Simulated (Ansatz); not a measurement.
This script makes a ladder of basis sets of CaO (charge +1) with Ansatz 0.2.0, Python API.

The script, `run_basis.py`:
```python
"""How the energy of CaO(+) converges with the basis."""

import logging
import sys

import ansatz

logging.basicConfig(stream=sys.stdout, format="%(name)s: %(message)s")
log = logging.getLogger("ansatz_job")
log.setLevel(logging.INFO)

FUNCTIONAL = "b3lyp"
NET_CHARGE = 1


def main() -> None:
    cao = (
        ansatz.Crystal.molecule()
        .atom("Ca", (0.0, 0.0, 0.0))
        .atom("O", (0.0, 0.0, 2.29))
    )

    calculation = (
        cao.calculation()
        .functional(FUNCTIONAL)
        .charge(NET_CHARGE)
        .spin("collinear", total=1)
        .accuracy("medium")
    )

    energies = {}
    for basis in ["STO-3G", "6-31G", "6-31G*", "def2-SVP", "def2-SVPD", "def2-TZVP", "def2-TZVPP"]:
        rep = calculation.basis(gaussian=basis).run(threads=1).report
        size = rep["n_frozen"] + rep["n_occupied"][0] + rep["n_virtual"][0]
        energies[basis] = (rep["reference_energy_ev"] / 27.211386246, rep["free_energy_ev"] / 27.211386246)
        log.info(f"{basis:14s} {size:4d} orbitals  reference {energies[basis][0]:14.6f} Ha  total {energies[basis][1]:14.6f} Ha")

    last = energies["def2-TZVPP"][1]
    for basis, (_, total) in energies.items():
        log.info(f"{basis:14s} lies {27.211386 * (total - last):9.4f} eV above def2-TZVPP")


if __name__ == "__main__":
    main()
```

How far does the total energy move along this ladder of basis sets?

Against STO-3G: 6-31G -7873.3 mHa, 6-31G* -7883.9 mHa, def2-SVP -7770.7 mHa, def2-SVPD -7782.4 mHa, def2-TZVP -7951.9 mHa and def2-TZVPP -7951.9 mHa. The last step alone is +0.00 mHa (these two sets differ little on atoms other than hydrogen). From the first set to the last the time grows from 1.8 to 3.0 s.

What the script printed:

`python run_basis.py` gives:
```text
ansatz_job: STO-3G           18 orbitals  reference    -744.605615 Ha  total    -744.605615 Ha
ansatz_job: 6-31G            38 orbitals  reference    -752.478900 Ha  total    -752.478900 Ha
ansatz_job: 6-31G*           50 orbitals  reference    -752.489534 Ha  total    -752.489534 Ha
ansatz_job: def2-SVP         38 orbitals  reference    -752.376347 Ha  total    -752.376347 Ha
ansatz_job: def2-SVPD        50 orbitals  reference    -752.388054 Ha  total    -752.388054 Ha
ansatz_job: def2-TZVP        67 orbitals  reference    -752.557541 Ha  total    -752.557541 Ha
ansatz_job: def2-TZVPP       67 orbitals  reference    -752.557541 Ha  total    -752.557541 Ha
ansatz_job: STO-3G         lies  216.3829 eV above def2-TZVPP
ansatz_job: 6-31G          lies    2.1399 eV above def2-TZVPP
ansatz_job: 6-31G*         lies    1.8506 eV above def2-TZVPP
ansatz_job: def2-SVP       lies    4.9305 eV above def2-TZVPP
ansatz_job: def2-SVPD      lies    4.6120 eV above def2-TZVPP
ansatz_job: def2-TZVP      lies    0.0000 eV above def2-TZVPP
ansatz_job: def2-TZVPP     lies    0.0000 eV above def2-TZVPP
```

The settings weren't tested for convergence. The geometry is a force-field or estimated start, not a minimum of this method, and the last set is no limit. Much of the fall in a total is atomic energy, which cancels in bond and reaction energies. The species is open-shell (spin multiplicity 2). The expectation value of S² is noticeably off S(S+1) in at least one run, so that state is spin-contaminated. b3lyp holds the VWN-RPA fit, as in Gaussian; the form of ORCA and Turbomole is b3lyp5. Totals across families of basis sets mostly measure their core functions. The spin state was assumed, and another may lie lower. The whole script took 14 s on 1 thread of Arm Neoverse V2, with other jobs on the host, peak memory 0.22 GiB.

(Lines on the test bed's own set-up are left out of the output.)
